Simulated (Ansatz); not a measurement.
# AlGeH₅: basis-set convergence

An exercise on one series of results from a longer session: the logs are not shown, and one member is left open.

Computed with Ansatz 0.2.0, Gaussian basis. Level: one geometry, several basis sets.

The runs, in order: PBE0-D4/def2-SVP; ωB97M-V/def2-SVP; PBE0-D4/def2-QZVPP; ωB97M-V/def2-QZVPP; the functionals' def2-TZVPP values are taken from earlier runs.

### Structure used throughout

An earlier PBE0-D4 in a triple-zeta def2 set relaxation fixed the geometry.

SMILES `[AlH2][GeH3]`, 7 atoms, charge 0, spin multiplicity 1.

Atoms are counted from 1 here; the program's logs count them from 0.

Bond lengths: Al1–Ge2 2.477 Å, Al1–H3 1.588 Å, Al1–H4 1.588 Å, Ge2–H5 1.541 Å, Ge2–H6 1.544 Å, Ge2–H7 1.541 Å. Angles: Ge2–Al1–H3 120.3°, Ge2–Al1–H4 120.3°, H3–Al1–H4 119.4°, Al1–Ge2–H5 113.2°, Al1–Ge2–H6 110.3°, Al1–Ge2–H7 113.1°, H5–Ge2–H6 106.3°, H5–Ge2–H7 107.2°, H6–Ge2–H7 106.3°.

Set-up of the first run:

Contents of in.yaml:

```yaml
crystal:
  periodic: [false, false, false]
  atoms:
    - {symbol: Al, position_ang: [-0.310022, -1.404222, 0.123795]}
    - {symbol: Ge, position_ang: [0.252854, 0.995624, -0.122784]}
    - {symbol: H, position_ang: [0.625164, -2.362328, 0.977121]}
    - {symbol: H, position_ang: [-1.622518, -1.993341, -0.547749]}
    - {symbol: H, position_ang: [-0.281015, 1.612459, -1.430138]}
    - {symbol: H, position_ang: [-0.371619, 1.813381, 1.028708]}
    - {symbol: H, position_ang: [1.768456, 1.270328, -0.074553]}
basis:
  gaussian: {orbitals: def2-SVP}
hamiltonian: {xc: pbe0, dispersion: d4}
output: {orbitals: {seedname: orbitals}}
```

Launch:

```
ansatz run in.yaml --threads 2 --pin off --events-out ev --progress --plain --max-ram 32768MiB --backend cpu
```

Steps of the session up to this table: PBE0-D4 in def2-SVP; ωB97M-V in def2-SVP; PBE0-D4 in def2-QZVPP; ωB97M-V in def2-QZVPP.

One of the session's tables, all rows but one given; the rest of the session is left out.

It belongs to the step «Functionals by basis». 

```
functional       basis  HOMO (eV)  LUMO (eV)
   PBE0-D4    def2-SVP      -7.61      -2.09
   PBE0-D4  def2-TZVPP      -7.61      -2.09
   PBE0-D4  def2-QZVPP      -7.61      -2.09
   ωB97M-V    def2-SVP      -9.57      -0.38
   ωB97M-V  def2-TZVPP          ?          ?
   ωB97M-V  def2-QZVPP      -9.61      -0.54
```

**Question.** Estimate the row for ωB97M-V, def2-TZVPP.

The run gave: HOMO (eV): -9.61; LUMO (eV): -0.45.
